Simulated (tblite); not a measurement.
# C2H8AlGeO3: the cost of one run

Programs: tblite 0.8.0 and PySCF 2.14.0. All values are calculated, for the isolated system unless a continuum is named. Atoms count from 0, parts from 1.

### 1 Starting point

15 atoms, charge 0, multiplicity 2; geometry: distance geometry start.

### 2 Geometry optimisation with GFN2-xTB

The job: settings as JSON, then the geometry in Å.

```
{"job": {"kind": "relax", "xc": "GFN2-xTB", "basis": "xTB"}, "charge": 0, "multiplicity": 2}
C      1.132058     1.553035     0.317261
C      2.478816     1.756148    -0.133696
Ge    -0.257168     2.278440    -0.786041
O      0.885675     0.288386     0.868428
Al     0.021216    -1.146276    -0.027708
O      1.002095    -1.944533    -1.388629
O     -1.810919    -0.893482    -0.336216
H      3.144782     1.028397     0.290099
H      2.531506     1.674401    -1.169612
H      2.818668     2.694117     0.140542
H      0.021190     1.964844    -2.234538
H     -0.331383     3.753562    -0.601482
H     -1.586049     1.637980    -0.404714
H      0.774509    -1.903287    -2.339405
H     -2.300176    -0.042038    -0.240143
```

Level: GFN2-xTB geometry optimisation, gas phase.

Launch:

```console
> OMP_NUM_THREADS=1 python cluster_run.py task.json out
```

One launch serves the whole session: the jobs run in the order shown.

**Question.** How long does this first job take on 1 thread of Intel Xeon 6975P-C, shared host?

About 2.2 s.
